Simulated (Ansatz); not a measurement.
# ZnAg: structure and electronic properties

The task here is to estimate one member of a computed series from the others.

Computed with Ansatz 0.2.0 (DFT r2SCAN, scalar-relativistic, plane waves, PAW, unless a step's input says otherwise).

## The starting structure

Symmetry: Pm-3m, No. 221, cubic system. Conventional cell: a = 3.156 Å, b = 3.156 Å, c = 3.156 Å, α = 90.00°, β = 90.00°, γ = 90.00°. Around Zn (site symmetry m-3m) lie 8 Ag at 2.73 Å. Around Ag (site symmetry m-3m) lie 8 Zn at 2.73 Å.

Coordinates:

```
Zn Ag
1.0
     3.15600    0.00000    0.00000
     0.00000    3.15600    0.00000
     0.00000    0.00000    3.15600
Zn Ag
1 1
Direct
  0.50000 0.50000 0.50000
  0.00000 0.00000 0.00000
```

The structure comes from the Crystallography Open Database.

The first run:

(A quick probe on a coarse mesh, which set the mesh and smearing, is not shown.)

input.yaml

```yaml
crystal:
  lattice:
    - [3.156, 0.0, 0.0]
    - [0.0, 3.156, 0.0]
    - [0.0, 0.0, 3.156]
  atoms:
    - { symbol: Zn, position: [0.5, 0.5, 0.5] }
    - { symbol: Ag, position: [0.0, 0.0, 0.0] }
basis:
  ecutwfc: 500
kpoints:
  mp_grid: { grid: [14, 14, 14] }
hamiltonian:
  xc: r2scan
scf:
  occupations: { method: gaussian, width: 0.1 }
output:
  forces: true
  stress: true
  eigenvalues: true
  write_density: true
  write_potential: true
  elf: true
  volumetric_format: npy
relax:
  adjacent_minimum: "off"
  f_tol: 0.005
  max_steps: 80
  cell: { stress_tol: 0.05 }
```

Launch:

```sh
> ansatz run input.yaml --threads 1 --pin off --max-ram 2560MiB --backend cpu --events-out ev --progress --plain --runs-dir out
```

Steps of the session up to this table: Relaxing cell and atoms; Bands, states and charges; The cell scaled to 0.97 of its volume; Volume × 1.03; The cell scaled to 0.94 of its volume; The cell scaled to 1.06 of its volume.

One of the session's tables, all rows but one given; the rest of the session is left out.

It belongs to the step «Energy against volume». 

| volume (Å³/atom) | energy above the lowest point (meV/atom) | pressure (GPa) |
| --- | --- | --- |
| 14.548 | 21.3 | 7.92 |
| 15.012 | 4.9 | 3.57 |
| 15.477 | 0.0 | -0.03 |
| 15.941 | ? | ? |
| 16.405 | 16.9 | -5.41 |

Q: Estimate the row for volume (Å³/atom) = 15.941 from the others.

Worked estimate for «energy above the lowest point (meV/atom)». A straight line through the neighbours (15.477, 0.0) and (16.405, 16.9) gives 0.0 + (16.9 − 0.0) × (15.941 − 15.477) / (16.405 − 15.477) = 8.4; a parabola fitted to 3 rows on both sides gives 4.0.

The run gave: energy above the lowest point (meV/atom): 4.6; pressure (GPa): -2.98. In «energy above the lowest point (meV/atom)» the line misses by +3.8 and the parabola by -0.6.

Caveats from the session: The start is a reported cell, which holds thermal expansion that this zero-temperature run lacks.
